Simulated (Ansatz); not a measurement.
# NiTe2, relaxed

Wanted: the geometry at rest of NiTe2 (a database structure at a slightly changed volume), relaxing the atoms in a fixed cell, and its electronic structure there.

The COD entry's cell or inner coordinates are ideal or old and differ from later refinements, so a difference from it is no clean test against experiment.

Computed, not measured: Ansatz 0.2.0, DFT, PBEsol, spin-orbit coupling, plane waves, PAW.

### 1 The cell

The structure is trigonal, space group P-3m1 (No. 164). The conventional cell has a = 3.840 Å, b = 3.840 Å, c = 5.268 Å, α = 90.00°, β = 90.00°, γ = 120.00°. Around Ni (site symmetry -3m) lie 6 Te at 2.58 Å. Te (site symmetry 3m) is surrounded by 3 Ni at 2.58 Å.

Coordinates:

```xyz
3
Lattice="3.8402 0.0000 0.0000 -1.9201 3.3257 0.0000 0.0000 0.0000 5.2685" Properties=species:S:1:pos:R:3 pbc="T T T"
Ni    0.0000    0.0000    0.0000
Te    0.0000    2.2171    1.3171
Te    1.9201    1.1086    3.9513
```

It starts from an earlier solution of the starting cell (checkpoint.read).

### 2 Relaxing

input.yaml reads:

```yaml
crystal:
  lattice:
    - [3.84019167, 0.0, 0.0]
    - [-1.92009584, 3.32569948, 0.0]
    - [0.0, 0.0, 5.26845255]
  atoms:
    - { symbol: Ni, position: [0.0, 0.0, 0.0], spin: 2, spin_axis: [1.0, 0.0, 0.0] }
    - { symbol: Te, position: [0.33333, 0.66667, 0.25] }
    - { symbol: Te, position: [0.66667, 0.33333, 0.75] }
  symmetry: { tolerance: 0.0003 }
kpoints:
  mp_grid: { grid: [5, 5, 4], shift: [0, 0, 0] }
magnetization:
  noncollinear: true
  spin_orbit: true
scf:
  occupations: { method: cold, width: 0.0796 }
  lower_state_search: "off"
hamiltonian:
  pseudopotentials: { kind: paw_fr }
  xc: pbesol
basis:
  ecutwfc: 420
  fft_grid_basis: typed
relax:
  max_steps: 60
  f_tol: 0.03
output:
  forces: true
  stress: true
  eigenvalues: true
  bader: true
  populations: true
  elf: true
  write_potential: true
  volumetric_format: npy
  dos:
    e_range: [-12, 8]
    de: 0.05
    projected: { site_lists: { Ni: [Ni], Te: [Te] } }
    method: { smearing: { sigma: 0.1, scheme: gaussian } }
checkpoint:
  read: saved_state
```

The run is started by

```
ansatz run input.yaml --threads 2 --pin off --max-ram 3584MiB --backend cpu --events-out ev --progress --plain --runs-dir out
```

What does the calculation give? Wanted: moves; energy gained; largest move; pressure left in the fixed cell; character; Bader charges; moments.

The runs gave:

| quantity | value |
| --- | --- |
| moves | 1 |
| energy gained | 2.1 meV/atom |
| largest move | 0.03 Å (Te) |
| space group (0.01 Å), before / after | P-3m1 / P-3m1 |
| pressure left in the fixed cell | -0.7 GPa |
| character | metal |
| density of states, mean within 0.25 eV of the Fermi level | 2.2 per eV per cell |
| Bader charges | Ni -0.05, Te +0.02 e |
| moments | none |

In the fixed cell the largest move of an atom is 0.03 Å; the energy fell by 2.1 meV per atom. The run held to 4 symmetry operations, so a lower structure without them is not ruled out. Bands cross the Fermi level: a metal; within 0.25 eV of the Fermi level the density of states averages 2.2 per eV per cell, mostly Te p (61 %) and Ni d (31 %). Bader's partition shows almost no charge transfer. The spin density vanishes in this state.

Keep in mind: no moment survived this start, and a magnetic state may lie lower; the k mesh is coarse for a cell without a gap; the SCF threshold is loose for a stress.
